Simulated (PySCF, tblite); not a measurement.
**Al2H4NO4 radical, a cluster model of a defect (alumina oxo dimer): infrared bands and EPR parameters**

What infrared bands and EPR parameters should one expect for `[NH][Al]([OH])[O][Al]([OH])[OH]`? It is drawn as: nitrogen radical.

Programs: tblite 0.8.0 and PySCF 2.14.0. All values are calculated, for the isolated system unless a continuum is named. Atoms count from 0, parts from 1.

## (1) The system as given

11 atoms, charge 0, multiplicity 2; geometry: distance geometry start.

## (2) Relaxing the cluster with GFN2-xTB

The job: settings as JSON, then the geometry in Å.

```
{"job": {"kind": "relax", "xc": "GFN2-xTB", "basis": "xTB"}, "charge": 0, "multiplicity": 2}
O      2.390477     1.610961    -0.746810
Al     0.931439     1.818404     0.421879
O     -0.361349     3.074078    -0.093759
O      0.274907     0.244432     1.228380
Al     0.252822    -1.439136     0.380402
O      1.759099    -2.481686     0.628100
N     -0.549777    -1.496797    -1.365805
H      2.510002     0.869028    -1.326362
H     -0.730098     3.183101    -0.960175
H      2.680543    -2.131003     0.734085
H     -0.656656    -0.698464    -1.998767
```

With the program's defaults for keys left out, this is: GFN2-xTB geometry optimisation, gas phase.

The run is started by

```bash
$ OMP_NUM_THREADS=1 python cluster_run.py task.json out
```

The driver reads the jobs from task.json and runs them one after another.

The program printed:

```text
step      E/eV     max force
  0    -638.70597    3.151
  1    -639.35225    2.699
  2    -640.72636    2.177
  3    -641.07403    1.704
  4    -641.15547    0.749
  5    -641.16844    0.406
  6    -641.18253    0.397
  7    -641.22874    0.796
  8    -641.26614    0.884
  9    -641.30931    0.648
 10    -641.34828    0.497
 11    -641.38081    0.687
 12    -641.42595    0.829
 13    -641.45950    0.534
 14    -641.43132    1.526
 15    -641.47377    0.234
 16    -641.47698    0.239
 17    -641.49105    0.471
 18    -641.49973    0.496
 19    -641.51553    0.233
 20    -641.52012    0.178
 21    -641.52449    0.183
 22    -641.52751    0.194
 23    -641.53134    0.343
 24    -641.53621    0.261
 25    -641.54639    0.306
 26    -641.55609    0.304
 27    -641.56505    0.271
 28    -641.57284    0.222
 29    -641.57692    0.273
 30    -641.58160    0.338
 31    -641.58701    0.293
 32    -641.60121    0.353
 33    -641.60915    0.372
 34    -641.62045    0.268
 35    -641.63663    0.307
 36    -641.64400    0.325
 37    -641.65253    0.286
 38    -641.66342    0.275
 39    -641.67353    0.304
 40    -641.68104    0.301
 41    -641.69105    0.294
 42    -641.70078    0.323
 43    -641.71034    0.296
 44    -641.72424    0.340
 45    -641.74772    0.385
 46    -641.76697    0.596
 47    -641.78087    0.324
 48    -641.78947    0.676
 49    -641.80212    0.472
 50    -641.82018    0.295
 51    -641.82797    0.526
 52    -641.83983    0.492
 53    -641.84738    0.255
 54    -641.85360    0.205
 55    -641.86283    0.262
 56    -641.87250    0.272
 57    -641.88066    0.331
 58    -641.88727    0.232
 59    -641.89194    0.210
 60    -641.89525    0.249
 61    -641.89780    0.180
 62    -641.90241    0.263
 63    -641.90677    0.320
 64    -641.91036    0.175
 65    -641.91194    0.108
 66    -641.91252    0.086
 67    -641.91292    0.056
 68    -641.91309    0.043
 69    -641.91330    0.056
 70    -641.91408    0.084
 71    -641.91485    0.127
 72    -641.91555    0.069
 73    -641.91595    0.078
 74    -641.91623    0.052
 75    -641.91647    0.057
 76    -641.91659    0.067
 77    -641.91677    0.055
 78    -641.91688    0.028
 79    -641.91696    0.019
 80    -641.91702    0.020
 81    -641.91709    0.027
 82    -641.91716    0.034
 83    -641.91723    0.032
 84    -641.91732    0.027
 85    -641.91743    0.033
 86    -641.91753    0.031
 87    -641.91759    0.020
 88    -641.91761    0.010
 89    -641.91762    0.010
 90    -641.91763    0.011
 91    -641.91765    0.015
 92    -641.91767    0.017
 93    -641.91770    0.017
 94    -641.91774    0.017
 95    -641.91779    0.018
 96    -641.91785    0.015
 97    -641.91788    0.014
 98    -641.91790    0.013
 99    -641.91791    0.009
100    -641.91792    0.008
```

It took 4.2 s on 1 thread of Intel Xeon Platinum 8175M at 2.50GHz, shared host.

Relaxation path:

| step | energy from step 0 (eV) | largest force (eV/Å) |
| --- | --- | --- |
| 0 | 0.0000 | 3.1511 |
| 4 | -2.4495 | 0.7484 |
| 8 | -2.5602 | 0.8837 |
| 12 | -2.7200 | 0.8295 |
| 16 | -2.7710 | 0.2385 |
| 20 | -2.8142 | 0.1788 |
| 24 | -2.8302 | 0.2610 |
| 28 | -2.8669 | 0.2210 |
| 32 | -2.8952 | 0.3522 |
| 36 | -2.9380 | 0.3244 |
| 40 | -2.9751 | 0.3012 |
| 44 | -3.0183 | 0.3397 |
| 48 | -3.0835 | 0.6753 |
| 52 | -3.1339 | 0.4921 |
| 56 | -3.1665 | 0.2720 |
| 60 | -3.1893 | 0.2483 |
| 64 | -3.2044 | 0.1752 |
| 68 | -3.2071 | 0.0422 |
| 72 | -3.2096 | 0.0690 |
| 76 | -3.2106 | 0.0670 |
| 80 | -3.2111 | 0.0197 |
| 84 | -3.2114 | 0.0264 |
| 88 | -3.2116 | 0.0108 |
| 92 | -3.2117 | 0.0171 |
| 96 | -3.2119 | 0.0154 |
| 100 | -3.2120 | 0.0071 |

Distances of close pairs at the start and the end, largest changes first:

| bond | before (Å) | after (Å) | change (Å) |
| --- | --- | --- | --- |
| O0–Al1 | 1.881 | 1.659 | -0.222 |
| Al1–O2 | 1.875 | 1.653 | -0.221 |
| Al1–O3 | 1.886 | 1.678 | -0.208 |
| Al4–O5 | 1.849 | 1.643 | -0.206 |
| O3–Al4 | 1.885 | 1.683 | -0.202 |
| Al4–N6 | 1.923 | 1.777 | -0.146 |
| O5–H9 | 0.992 | 0.945 | -0.047 |
| N6–H10 | 1.024 | 1.009 | -0.016 |

## (3) Harmonic vibrations: GFN2-xTB

The job: settings as JSON, then the geometry in Å.

```
{"job": {"kind": "ir", "xc": "GFN2-xTB", "basis": "xTB"}, "charge": 0, "multiplicity": 2}
O      1.618146     2.358226    -0.642266
Al     0.230374     1.613517    -0.122264
O     -1.118670     2.481400     0.277267
O      0.103724    -0.054184     0.014201
Al    -0.181218    -1.701870     0.204205
O      0.779868    -2.503336     1.268402
N     -1.473786    -2.431484    -0.772974
H      2.496377     2.113630    -0.899380
H     -1.384135     3.389325     0.321953
H      1.066564    -3.264229     1.749789
H     -2.137245    -2.000994    -1.398933
```

Method: GFN2-xTB harmonic vibrations, gas phase.

The program printed:

```text
mode    cm-1     km/mol
  1       4.1      0.27
  2      53.1      1.11
  3      69.7      0.52
  4     157.5      6.40
  5     182.1     73.06
  6     204.2     17.51
  7     213.0     54.52
  8     220.9     45.83
  9     242.7      1.84
 10     294.4     48.96
 11     317.1     54.25
 12     342.3    119.76
 13     348.9    142.92
 14     369.1    193.16
 15     385.3    230.79
 16     419.4     29.98
 17     451.7    279.66
 18     486.7     11.18
 19     714.1     24.73
 20     794.6     14.89
 21     917.5    126.71
 22     923.1    130.00
 23     996.9    421.25
 24    3436.0      2.75
 25    3759.5     35.96
 26    3760.5     53.23
 27    3789.1     41.84
```

Wall time 1.1 s (1 thread of Intel Xeon Platinum 8175M at 2.50GHz, shared host); peak memory 0.18 GiB.

The strongest bands and the atoms that carry them:

| cm⁻¹ | km/mol | atoms |
| --- | --- | --- |
| 349 | 142.9 | H8 79 %, O2 13 % |
| 369 | 193.2 | H8 57 %, O2 16 % |
| 385 | 230.8 | H7 83 %, O0 12 % |
| 452 | 279.7 | H7 35 %, H10 27 %, N6 11 % |
| 923 | 130.0 | Al4 44 %, O5 34 % |
| 997 | 421.2 | O3 67 %, Al1 15 %, Al4 14 % |

## (4) EPR parameters: B3LYP/pcH-1

Settings changed since step 3:

```diff
@@ -1,2 +1,2 @@
-{"job": {"kind": "ir", "xc": "GFN2-xTB", "basis": "xTB"}, "charge": 0, "multiplicity": 2}
+{"job": {"kind": "epr", "basis": "pcH-1"}, "charge": 0, "multiplicity": 2}
 O      1.618146     2.358226    -0.642266
```

With the program's defaults for keys left out, this is: UKS B3LYP, pcH-1 on Al H N O, non-relativistic, mean-field spin-orbit, GIAO.

The program printed:

```text
UKS, coarse grid
  cycle   1  E = -842.70181652  |g| = 1.22e+00
  cycle   2  E = -841.17783622  |g| = 2.22e+00
  cycle   3  E = -843.10696456  |g| = 4.57e-01
  cycle   4  E = -843.20084980  |g| = 9.42e-02
  cycle   5  E = -843.20404107  |g| = 3.14e-02
  cycle   6  E = -843.20428335  |g| = 1.89e-02
  cycle   7  E = -843.20441446  |g| = 3.44e-03
  cycle   8  E = -843.20442242  |g| = 1.34e-03
  cycle   9  E = -843.20442726  |g| = 1.08e-03
  cycle  10  E = -843.20443034  |g| = 6.52e-04
UKS, final grid
  cycle   1  E = -843.20439911  |g| = 6.42e-04
  cycle   2  E = -843.20440183  |g| = 7.14e-04
  cycle   3  E = -843.20440292  |g| = 5.44e-04
  cycle   4  E = -843.20441283  |g| = 4.42e-04
  cycle   5  E = -843.20442551  |g| = 3.09e-04
  cycle   6  E = -843.20442578  |g| = 1.93e-04
  cycle   7  E = -843.20442598  |g| = 1.47e-04
  cycle   8  E = -843.20442629  |g| = 4.19e-05
  cycle   9  E = -843.20442629  |g| = 2.11e-05
E = -843.20442629 Eh   <S^2> = 0.7525 (exact 0.7500)
g shifts (ppm)      1          2          3
  rmc          -190       -190       -190
  gc            -12         43         36
  oz_so          66       1626      23356
  total        -135       1480      23203
hyperfine (MHz)  atom isotope    a_iso     a_fc   dipolar eigenvalues
    0   17O       0.08       0.08     -0.11      0.05      0.07
    1  27Al      -1.17      -1.18     -0.31     -0.13      0.45
    2   17O      -0.06      -0.06     -0.16      0.06      0.10
    3   17O       1.79       1.76     -3.87      1.77      2.10
    4  27Al     -47.06     -47.07     -5.48     -2.20      7.68
    5   17O      -0.07      -0.05     -3.46      1.38      2.08
    6   14N      27.17      26.58    -40.99    -40.36     81.35
    7    1H       0.01       0.01     -0.38     -0.37      0.75
    8    1H       0.03       0.03     -0.39     -0.38      0.77
    9    1H      -0.84      -0.86     -1.73     -1.52      3.26
   10    1H     -56.42     -56.89    -51.67     -7.99     59.66
```

Run time: 91 s. Hardware: 1 thread of Intel Xeon Platinum 8175M at 2.50GHz, shared host; peak memory 0.75 GiB.

Principal g values 2.00218, 2.00380, 2.02552; g(iso) = 2.01050, against 2.00232 for a free electron.

Hyperfine couplings, nucleus by nucleus at this fixed geometry (no averaging over rotations):

| nuclei | isotope | a(iso) (MHz) | a(iso) (G, at g = 2.0023) | largest dipolar term (MHz) |
| --- | --- | --- | --- | --- |
| H10 | 1H | -56.4 | -20.1 | 59.7 |
| Al4 | 27Al | -47.1 | -16.8 | 7.7 |
| N6 | 14N | 27.2 | 9.7 | 81.4 |
| O3 | 17O | 1.8 | 0.6 | -3.9 |
| Al1 | 27Al | -1.2 | -0.4 | 0.4 |
| H9 | 1H | -0.8 | -0.3 | 3.3 |
| O0 | 17O | 0.1 | 0.0 | -0.1 |
| O5 | 17O | -0.1 | 0.0 | -3.5 |
| O2 | 17O | -0.1 | 0.0 | -0.2 |
| H8 | 1H | 0.0 | 0.0 | 0.8 |
| H7 | 1H | 0.0 | 0.0 | 0.7 |

Mulliken spin populations:

| atom | value (e) |
| --- | --- |
| O0 | 0.00 |
| Al1 | 0.00 |
| O2 | 0.00 |
| O3 | 0.01 |
| Al4 | 0.01 |
| O5 | 0.01 |
| N6 | 1.00 |
| H7 | 0.00 |
| H8 | 0.00 |
| H9 | 0.00 |
| H10 | -0.03 |

In first order the couplings over 0.8 MHz of 1H, 27Al, 14N give 432 distinct lines over 125.9 G.

## (5) EPR parameters: BP86/pcH-1

Settings changed since step 4:

```diff
@@ -1,2 +1,2 @@
-{"job": {"kind": "epr", "basis": "pcH-1"}, "charge": 0, "multiplicity": 2}
+{"job": {"kind": "epr", "basis": "pcH-1", "xc": "BP86"}, "charge": 0, "multiplicity": 2}
 O      1.618146     2.358226    -0.642266
```

With the program's defaults for keys left out, this is: UKS BP86, pcH-1 on Al H N O, non-relativistic, mean-field spin-orbit, GIAO.

The program printed:

```text
UKS, coarse grid
  cycle   1  E = -842.58362503  |g| = 1.33e+00
  cycle   2  E = -839.49931137  |g| = 2.89e+00
  cycle   3  E = -842.80867970  |g| = 8.14e-01
  cycle   4  E = -843.18181118  |g| = 1.59e-01
  cycle   5  E = -843.19113150  |g| = 6.64e-02
  cycle   6  E = -843.19191653  |g| = 4.97e-02
  cycle   7  E = -843.19277654  |g| = 7.78e-03
  cycle   8  E = -843.19280064  |g| = 3.55e-03
  cycle   9  E = -843.19280549  |g| = 1.68e-03
  cycle  10  E = -843.19280858  |g| = 7.25e-04
UKS, final grid
  cycle   1  E = -843.19276241  |g| = 7.70e-04
  cycle   2  E = -843.19276327  |g| = 1.21e-03
  cycle   3  E = -843.19276401  |g| = 4.53e-04
  cycle   4  E = -843.19276524  |g| = 4.35e-04
  cycle   5  E = -843.19276662  |g| = 3.69e-04
  cycle   6  E = -843.19276678  |g| = 7.29e-05
  cycle   7  E = -843.19276678  |g| = 3.57e-05
  cycle   8  E = -843.19276678  |g| = 1.86e-05
E = -843.19276678 Eh   <S^2> = 0.7520 (exact 0.7500)
g shifts (ppm)      1          2          3
  rmc          -188       -188       -188
  gc            -10         43         37
  oz_so          71       1710      15606
  total        -127       1566      15456
hyperfine (MHz)  atom isotope    a_iso     a_fc   dipolar eigenvalues
    0   17O       0.10       0.10     -0.16      0.06      0.10
    1  27Al      -1.24      -1.24     -0.35     -0.11      0.46
    2   17O      -0.17      -0.17     -0.16      0.03      0.13
    3   17O       1.94       1.93     -5.52      2.57      2.95
    4  27Al     -40.83     -40.84     -5.31     -1.43      6.74
    5   17O       0.05       0.08     -4.75      2.00      2.74
    6   14N      16.68      16.33    -40.74    -40.39     81.13
    7    1H       0.00       0.00     -0.39     -0.37      0.77
    8    1H       0.07       0.08     -0.40     -0.39      0.79
    9    1H      -0.97      -0.98     -1.89     -1.55      3.44
   10    1H     -52.56     -52.87    -50.47     -7.17     57.64
```

It took 56 s on 1 thread of Intel Xeon Platinum 8175M at 2.50GHz, shared host; peak memory 0.56 GiB.

In short: g(iso) 2.00795.

## (6) Run by run: EPR parameters

g, ⟨S²⟩ and isotropic hyperfine couplings (MHz), with basis size and wall time:

| run | g(iso) | ⟨S²⟩ | 1H H10 | 27Al Al4 | 14N N6 | 17O O3 | 27Al Al1 | functions | time |
| --- | --- | --- | --- | --- | --- | --- | --- | --- | --- |
| B3LYP/pcH-1 | 2.01050 | 0.752 | -56.4 | -47.1 | 27.2 | 1.8 | -1.2 | 235 | 91 s |
| BP86/pcH-1 | 2.00795 | 0.752 | -52.6 | -40.8 | 16.7 | 1.9 | -1.2 | 235 | 56 s |

## (7) Results

| quantity | value |
| --- | --- |
| strongest single infrared mode (GFN2-xTB) | 997 cm⁻¹ |
| g(iso) (B3LYP) | 2.01050 |
| ⟨S²⟩ | 0.752 (exact 0.75) |
| largest a(iso) | 1H on H10, -56.4 MHz |

In words: No mode is imaginary at GFN2-xTB; the softest lies at 4 cm⁻¹. Most of the unpaired spin sits on N6 (1.00 e). The isotropic g lies 8.2 ppt above the free-electron value. The coupling of 1H on H10 runs from -56.4 (B3LYP/pcH-1) to -52.6 MHz (BP86/pcH-1). A capped cluster stands for the solid here, so long-range fields and strain are missing, and bands or shifts of the capping hydrogens have no counterpart in it.
